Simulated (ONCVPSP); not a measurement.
**Pseudopotential generation for bromine: ONCV, LDA (Perdew-Zunger)**

Task: generate the file, and judge it by its errors in other configurations, its logarithmic derivatives, its ghosts and its cutoff.

The numbers are computed with ONCVPSP 4.0.1 (LDA (Perdew-Zunger), scalar-relativistic, spin-unpolarised reference atom).

1 further run of the same task is left out (it didn't finish).

## 1. Starting point

The settings as typed:

```json
{"element": "bromine (Br, Z = 35)", "type": "optimised norm-conserving Vanderbilt (ONCV)", "frozen core": "[Ne]", "valence charge": "25", "reference configuration": "3s2 3p6 3d10 4s2 4p4 (charge +1)", "partial waves": "3s+4s: rc 1.00 bohr, ncon 4, nbas 9, qcut 16.5 1/bohr, 2 projectors; 3p+4p: rc 1.12 bohr, ncon 4, nbas 8, qcut 15.1 1/bohr, 2 projectors; 3d: rc 0.62 bohr, ncon 4, nbas 8, qcut 18.6 1/bohr, local", "local potential": "the d channel", "core correction": "Teter function, fcfact 2.25, rcfact 1.3"}
```

An earlier all-electron run gives the scale for the radii.

All-electron outer shells of the reference configuration (LDA (Perdew-Zunger), scalar-relativistic, ld1.x):

```
shell  level (eV)  outermost node (bohr)  outermost maximum (bohr)
   2s    -1741.84                   0.06                      0.16
   2p    -1539.16                      –                      0.13
   3s     -248.42                   0.23                      0.48
   3p     -184.43                   0.21                      0.48
   3d      -78.20                      –                      0.43
   4s      -30.59                   0.67                      1.39
   4p      -17.64                   0.70                      1.62
```

## 2. Generation

File Br.dat:

```
# ATOM AND REFERENCE CONFIGURATION
# atsym  z   nc   nv     iexc    psfile
  Br 35.00    3    5        3      upf
#
#   n    l    f
    1    0    2.00
    2    0    2.00
    2    1    6.00
    3    0    2.00
    3    1    6.00
    3    2   10.00
    4    0    2.00
    4    1    4.00
#
# PSEUDOPOTENTIAL AND OPTIMIZATION
# lmax
    2
#
#   l,   rc,      ep,       ncon, nbas, qcut
    0    1.00    0.00    4    9   16.50
    1    1.12    0.00    4    8   15.10
    2    0.62    0.00    4    8   18.60
#
# LOCAL POTENTIAL
# lloc, lpopt,  rc(5),   dvloc0
    2    5    0.62    0.00
#
# VANDERBILT-KLEINMAN-BYLANDER PROJECTORs
# l, nproj, debl
    0    2    2.90
    1    2    2.10
    2    0    3.20
#
# MODEL CORE CHARGE
# icmod, fcfact, rcfact
    3    2.25    1.30
#
# LOG DERIVATIVE ANALYSIS
# epsh1, epsh2, depsh
  -11.00    5.00    0.04
#
# OUTPUT GRID
# rlmax, drl
    6.00    0.01
#
# TEST CONFIGURATIONS
# ncnf
    4
# nvcnf
#   n    l    f
    5
    3    0    2.00
    3    1    6.00
    3    2   10.00
    4    0    2.00
    4    1    5.00
#
    5
    3    0    2.00
    3    1    6.00
    3    2   10.00
    4    0    2.00
    4    1    3.00
#
    5
    3    0    2.00
    3    1    6.00
    3    2   10.00
    4    0    2.00
    4    1    2.00
#
    5
    3    0    2.00
    3    1    6.00
    3    2    9.00
    4    0    2.00
    4    1    5.00
#
```

The run is started by

```bash
oncvpsp.x < Br.dat > Br.out
```

Q: Predict the outcome of this session. Wanted: cutoffs for 1 and 0.1 mHa per electron, occupied waves; bound ghosts; GHOST(+) flags; largest test error; largest phase difference near zero energy, channels read; rms error of d²Exc/dn², without and with the model core.

As calculated:

| quantity | value |
| --- | --- |
| cutoffs for 1 and 0.1 mHa per electron, occupied waves | 487 Ha and 628 Ha |
| bound ghosts | none found |
| GHOST(+) flags | none at low energy |
| largest test error (AE − PS) | +11 meV, for 3s2 3p6 3d9 4s2 4p5 |
| largest phase difference near zero energy, channels read | 0.008 rad |
| rms error of d²Exc/dn², without and with the model core | 2.90 and 1.96 mHa |

In words: The worst unpolarised test, 3s2 3p6 3d9 4s2 4p5, is off by 11 meV on 66.0 eV; by total energies transferability rates as good. It counts as very hard, with 487 Ha needed at the looser tolerance. At the looser tolerance the 3d wave is the slowest; 3s needs 77 Ha. No bound ghost shows below the valence levels. Near zero energy the phases of the channels with partial waves agree within 0.008 rad.
